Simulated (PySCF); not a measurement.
# C4H12O6Si4 ((MeSi)4O6 adamantane): the cost of one run

The runs use PySCF 2.14.0, with density-fitted response routines of our own; the level of theory stands in each step. All values are computed, except where a source is named. Atoms count from 0, in the outputs and in this text.

## 1. The starting structure

26 atoms, charge 0, multiplicity 1; geometry from: GFN2-xTB. The atoms were then displaced at random by about 0.03 Å, so the start is not that level's minimum.

Bonds of the start (Å): Si0–C1 1.94, Si0–O2 1.72, Si0–O8 1.64, Si0–O12 1.52, C1–H14 1.08, C1–H15 1.11, C1–H16 1.08, O2–Si3 1.63, Si3–C4 1.98, Si3–O5 1.60, Si3–O13 1.51, C4–H17 1.02, C4–H18 1.08, C4–H19 1.10, O5–Si6 1.67, Si6–C7 1.85, Si6–O8 1.65, Si6–O9 1.59, C7–H20 1.11, C7–H21 1.05, C7–H22 1.06, O9–Si10 1.64, Si10–C11 1.89, Si10–O12 1.69, Si10–O13 1.65, C11–H23 1.05, C11–H24 1.08, C11–H25 1.03.

## 2. Optimising the geometry at PBE0-D3(BJ)/def2-SVP

The job: settings as JSON, then the geometry in Å.

```
{"job": {"xc": "PBE0", "basis": "def2-SVP", "d3": "d3bj", "grid": 1, "maxiter": 40, "shake": 0.03, "kind": "geom"}, "charge": 0, "multiplicity": 1}
Si    -0.062130     1.608270    -0.233140
C     -0.274050     3.511370    -0.517850
O     -1.595400     0.888090    -0.522170
Si    -1.416870    -0.721310    -0.296160
C     -3.180620    -1.547180    -0.628070
O     -0.976160    -0.954280     1.229220
Si     0.513820    -0.311460     1.607460
C      1.061940    -0.627020     3.346510
O      0.333020     1.306260     1.332320
O      1.526560    -0.900030     0.526140
Si     1.127680    -0.656210    -1.050000
C      2.431150    -1.353220    -2.233430
O      0.879880     1.001130    -1.265900
O     -0.389060    -1.279020    -1.254000
H      0.691630     3.966350    -0.372350
H     -0.956700     4.001990     0.212860
H     -0.596290     3.773060    -1.519330
H     -3.240970    -1.921380    -1.577690
H     -3.975320    -0.827040    -0.485930
H     -3.419800    -2.306950     0.124410
H      0.473160     0.036620     4.015270
H      2.106750    -0.576480     3.438980
H      0.785160    -1.621090     3.580660
H      3.338360    -0.818040    -2.185860
H      2.115490    -1.307890    -3.263820
H      2.557360    -2.358610    -2.038190
```

Run with:

```bash
$ OMP_NUM_THREADS=2 python probes_run.py task.json out
```

The driver reads the jobs from task.json and runs them one after another.

**Question.** How long does this first job take on 2 threads of AMD EPYC 9R45, shared host, and how much memory does it need?

About 5.5 min, with a peak of 2.3 GiB.
